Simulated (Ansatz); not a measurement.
# CH₅ClINSi: how energies converge with the basis set

Aim: see how fast density functionals converge with the basis set for CH₅ClINSi.

Program: Ansatz 0.2.0, Gaussian basis. Level of theory: one geometry, several basis sets. These are calculated values, not measurements.

The runs, in order: PBE0-D4/def2-SVP; ωB97M-V/def2-SVP; PBE0-D4/def2-QZVPP; ωB97M-V/def2-QZVPP; the functionals' def2-TZVPP values are taken from earlier runs.

**1. The geometry**

All runs share one geometry, relaxed beforehand with PBE0-D4 in a triple-zeta def2 set. I takes the def2 core potential; no spin-orbit term is included.

SMILES `NC[SiH](Cl)I`, 10 atoms, charge 0, spin multiplicity 1.

Atoms are counted from 1 here; the program's logs count them from 0.

Bond lengths: N1–C2 1.454 Å, N1–H6 1.011 Å, N1–H7 1.011 Å, C2–Si3 1.873 Å, C2–H8 1.101 Å, C2–H9 1.094 Å, Si3–Cl4 2.054 Å, Si3–I5 2.429 Å, Si3–H10 1.481 Å. Angles: C2–N1–H6 111.5°, C2–N1–H7 111.6°, H6–N1–H7 107.7°, N1–C2–Si3 108.8°, N1–C2–H8 115.8°, N1–C2–H9 109.4°, Si3–C2–H8 109.1°, Si3–C2–H9 106.7°, H8–C2–H9 106.6°, C2–Si3–Cl4 109.0°, C2–Si3–I5 110.7°, C2–Si3–H10 111.8°, Cl4–Si3–I5 110.0°, Cl4–Si3–H10 107.7°, I5–Si3–H10 107.6°.

**2. PBE0-D4 in def2-SVP**

The input, in.yaml:

```yaml
crystal:
  periodic: [false, false, false]
  atoms:
    - {symbol: N, position_ang: [0.153983, 1.269246, 0.859489]}
    - {symbol: C, position_ang: [-0.598921, 0.110004, 0.408667]}
    - {symbol: Si, position_ang: [0.446446, -0.851830, -0.812484]}
    - {symbol: Cl, position_ang: [-0.467284, -2.649136, -1.202272]}
    - {symbol: I, position_ang: [0.728228, 0.401102, -2.874817]}
    - {symbol: H, position_ang: [0.898176, 1.005275, 1.490885]}
    - {symbol: H, position_ang: [-0.436688, 1.933089, 1.341669]}
    - {symbol: H, position_ang: [-0.947814, -0.572815, 1.199363]}
    - {symbol: H, position_ang: [-1.489065, 0.442870, -0.133096]}
    - {symbol: H, position_ang: [1.796038, -1.139005, -0.274302]}
basis:
  gaussian: {orbitals: def2-SVP}
hamiltonian: {xc: pbe0, dispersion: d4}
output: {orbitals: {seedname: orbitals}}
```

After this run come: ωB97M-V in def2-SVP; PBE0-D4 in def2-QZVPP; ωB97M-V in def2-QZVPP.

**Question.** What will the summary of the whole plan be? Wanted: PBE0-D4: double and triple zeta above quadruple; ωB97M-V: double and triple zeta above quadruple.

As calculated:

```
                                       quantity           value
PBE0-D4: double and triple zeta above quadruple  11.28, 0.82 eV
ωB97M-V: double and triple zeta above quadruple  11.36, 0.78 eV
```

What this shows: PBE0-D4 gains 10.46 eV from double to triple zeta, then 0.82 eV more. Total energies overstate the basis error of differences, where much of it tends to cancel. The LUMO of ωB97M-V is positive and keeps falling with the basis (1.67 to 1.07 eV): an unbound level that the basis holds in place.
